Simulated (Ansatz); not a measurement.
# C3H7FOSi: the cost of one run

Program: Ansatz 0.2.0. Level of theory: RKS BLYP-D4/6-31G*. These are calculated values, not measurements.

## (1) The structure to begin with

Bond lengths: C1–C2 1.524 Å, C2–O3 1.212 Å, C2–C4 1.489 Å, C4–F5 1.436 Å, C4–Si6 1.824 Å, C1–H7 1.044 Å, C1–H8 1.090 Å, C1–H9 1.107 Å, C4–H10 1.076 Å, Si6–H11 1.513 Å, Si6–H12 1.495 Å, Si6–H13 1.524 Å. Angles (14 of 21 angles, heavy atoms first): C1–C2–O3 119.0°, C1–C2–C4 121.9°, O3–C2–C4 119.1°, C2–C4–F5 108.1°, C2–C4–Si6 117.7°, F5–C4–Si6 107.5°, C2–C1–H7 111.2°, C2–C1–H8 106.3°, C2–C1–H9 106.4°, C2–C4–H10 109.1°, F5–C4–H10 100.6°, Si6–C4–H10 112.5°, C4–Si6–H11 110.6°, C4–Si6–H12 110.8°.

As a file:

```xyz
13

C    -0.2548   -2.0092    0.0881
C     0.3490   -0.7727   -0.5674
O     1.4286   -0.8636   -1.1108
C    -0.3298    0.5522   -0.5242
F    -1.6737    0.3492   -0.0605
Si    0.4171    1.8544    0.5124
H     0.3811   -2.8320   -0.0023
H    -0.4460   -1.7428    1.1277
H    -1.2400   -2.1674   -0.3920
H    -0.5164    0.8846   -1.5308
H     0.6067    1.3633    1.9313
H     1.7590    2.2490   -0.0165
H    -0.4603    3.1002    0.5598
```

## (2) End point A

Input file input.yaml:

```yaml
crystal:
  periodic: [false, false, false]
  atoms:
    - { symbol: C, position_ang: [-0.2548, -2.0092, 0.0881] }
    - { symbol: C, position_ang: [0.349, -0.7727, -0.5674] }
    - { symbol: O, position_ang: [1.4286, -0.8636, -1.1108] }
    - { symbol: C, position_ang: [-0.3298, 0.5522, -0.5242] }
    - { symbol: F, position_ang: [-1.6737, 0.3492, -0.0605] }
    - { symbol: Si, position_ang: [0.4171, 1.8544, 0.5124] }
    - { symbol: H, position_ang: [0.3811, -2.832, -0.0023] }
    - { symbol: H, position_ang: [-0.446, -1.7428, 1.1277] }
    - { symbol: H, position_ang: [-1.24, -2.1674, -0.392] }
    - { symbol: H, position_ang: [-0.5164, 0.8846, -1.5308] }
    - { symbol: H, position_ang: [0.6067, 1.3633, 1.9313] }
    - { symbol: H, position_ang: [1.759, 2.249, -0.0165] }
    - { symbol: H, position_ang: [-0.4603, 3.1002, 0.5598] }
basis:
  gaussian: { orbitals: "6-31G*" }
hamiltonian:
  xc: blyp
  dispersion: d4
relax:
  f_tol: 0.015
  max_steps: 40
```

Launch:

```bash
$ ansatz run input.yaml --threads 2 --pin off --max-ram 3072MiB --backend cpu --events-out ev --progress --plain --runs-dir out
```

Q: Estimate wall time and peak memory on 2 threads of Arm Neoverse V2, shared host.

About 35 s, with a peak of 0.15 GiB.
